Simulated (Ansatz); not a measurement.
Runs of Ansatz 0.2.0 on Hf2Pd2Se2Br2O3. The typed cell holds 11 atoms: a = 5.761 Å, b = 5.870 Å, c = 6.872 Å, α = 96.27°, β = 102.51°, γ = 95.11°. The cell was built by a generator and needn't be a form met in nature.

```csv
task,level,cell,k mesh,target pressure (GPa),points for each segment of the path,mesh quality,gap on the mesh (eV),pressure (GPa),largest force (eV/Å)
single point,B3LYP,as given,2 × 2 × 2,-,-,coarse,1.63,1.5,(a)
relaxation of cell and atoms,PBE,relaxed to 20 GPa,4 × 4 × 3,20,-,not flagged,0.21,20.0,0.01
electric field gradients,PBE,as given,5 × 5 × 4,-,-,not flagged,0.22,0.0,0.01
band structure,PBE,as given,5 × 5 × 4,-,10,not flagged,0.22,0.0,0.01
atomic charges,PBE,as given,5 × 5 × 4,-,-,not flagged,0.22,0.0,0.01
```

Alike in all rows: potentials or basis Ansatz PAW; no spin polarisation; cutoff (eV) 420; smearing fermi-dirac 0.05 eV.

Fill in the values left out.

(a) 0.32.

Caveats: some runs use coarse meshes; spin-orbit coupling is left out, which moves the levels of the heavy elements; odd divisions of the mesh miss points on the zone boundary, where band edges often lie, so the gap on the mesh can be too wide (some runs); the PAW data sets come from PBE, with cores solved anew for the run's functional, which leaves a small shift of forces and pressure (some runs); the thresholds are loose for stress (some runs); the plane-wave basis is chosen anew once the cell has moved, so the energies of steps on either side of that aren't comparable (some runs).

A k mesh can miss the band edges, and the runs leave out spin-orbit coupling on Br, Hf, Pd, Se.
